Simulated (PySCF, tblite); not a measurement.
**C₆H₁₀O₂Si: geometry, infrared bands and NMR shifts**

Wanted: the infrared bands and NMR shifts of C₆H₁₀O₂Si (`C=C(C)[C@@]1(OC=O)C[SiH2]1`), by calculation.

The runs use tblite 0.8.0 and PySCF 2.14.0, with density-fitted response routines of our own; the level of theory stands in each step. All values are computed, except where a source is named. Atoms count from 0, in the outputs and in this text.

## Step 1: The starting structure

19 atoms, charge 0, multiplicity 1; geometry from: force field or distance geometry start.

Bonds of the start (Å): C0–C1 1.33, C1–C2 1.47, C1–C3 1.52, C3–O4 1.40, O4–C5 1.38, C5–O6 1.26, C3–C7 1.50, C7–Si8 1.84, Si8–C3 1.83, C0–H9 1.10, C0–H10 1.10, C2–H11 1.10, C2–H12 1.11, C2–H13 1.12, C5–H14 1.09, C7–H15 1.09, C7–H16 1.13, Si8–H17 1.46, Si8–H18 1.47.

## Step 2: Relaxing the molecule with GFN2-xTB

The job: settings as JSON, then the geometry in Å.

```
{"job": {"kind": "relax", "xc": "GFN2-xTB", "basis": "xTB"}, "charge": 0, "multiplicity": 1}
C     -1.694200    -0.619000     1.217000
C     -1.046900    -0.637400     0.054200
C     -1.556400    -1.286100    -1.167000
C      0.312200     0.037500     0.044800
O      1.332200    -0.907300     0.205900
C      2.663800    -0.543600     0.229900
O      3.080200     0.643600     0.136500
C      0.505500     1.184200    -0.907700
Si     0.324900     1.680100     0.858300
H     -2.688900    -1.064300     1.359700
H     -1.251900    -0.122400     2.091800
H     -1.102200    -2.291600    -1.226600
H     -1.308900    -0.674800    -2.059800
H     -2.668500    -1.418900    -1.093800
H      3.411800    -1.332900     0.349700
H      1.485700     1.392500    -1.342100
H     -0.358400     1.457300    -1.575000
H      1.474300     2.116900     1.644900
H     -0.924300     2.395600     1.172100
```

The run is started by

```bash
$ OMP_NUM_THREADS=1 python probes_run.py task.json out
```

One launch serves the whole session: the jobs run in the order shown.

**Question.** This job is followed by: GFN2-xTB harmonic vibrations, gas phase; GIAO PBE0/pcSseg-1 NMR shielding, non-relativistic, gas phase. What will the session give for the following? strongest single infrared mode (GFN2-xTB); zero-point energy (GFN2-xTB); 13C shifts against TMS (PBE0/pcSseg-1); 1H shifts against TMS (PBE0/pcSseg-1, means over atoms taken as alike); 17O shifts against H2O (PBE0/pcSseg-1); 29Si shifts against TMS (PBE0/pcSseg-1).

**Answer**, as computed:

```
                                                              quantity                                               value
                             strongest single infrared mode (GFN2-xTB)                               1700 cm⁻¹, 392 km/mol
                                          zero-point energy (GFN2-xTB)                                       89.2 kcal/mol
                                13C shifts against TMS (PBE0/pcSseg-1)            167.9, 151.8, 126.8, 73.1, 21.8, 9.4 ppm
1H shifts against TMS (PBE0/pcSseg-1, means over atoms taken as alike)  7.96, 5.52, 5.43, 4.45, 3.15, 2.17, 0.86, 0.66 ppm
                                17O shifts against H2O (PBE0/pcSseg-1)                                    440.6, 259.1 ppm
                               29Si shifts against TMS (PBE0/pcSseg-1)                                          -129.4 ppm
```

What this shows: Over 94 steps the energy fell by 0.896 eV; of the close pairs, C3–Si8 changed most, 1.833 to 1.928 Å. No mode is imaginary among the 51: a minimum at this level. The strongest single mode, at 1700 cm⁻¹, moves mainly C5 and O6. Unscaled tight-binding wavenumbers are off by several per cent, some by more. Its intensities can rank the bands wrongly. The most deshielded carbon is C5 (ester carbonyl carbon), at 167.9 ppm: it is a carbonyl in resonance with an O or N lone pair, the region of acids, esters and amides. At PBE0/pcSseg-1: Shielding is most anisotropic at O6 (span 636 ppm, paramagnetic term -512 ppm).
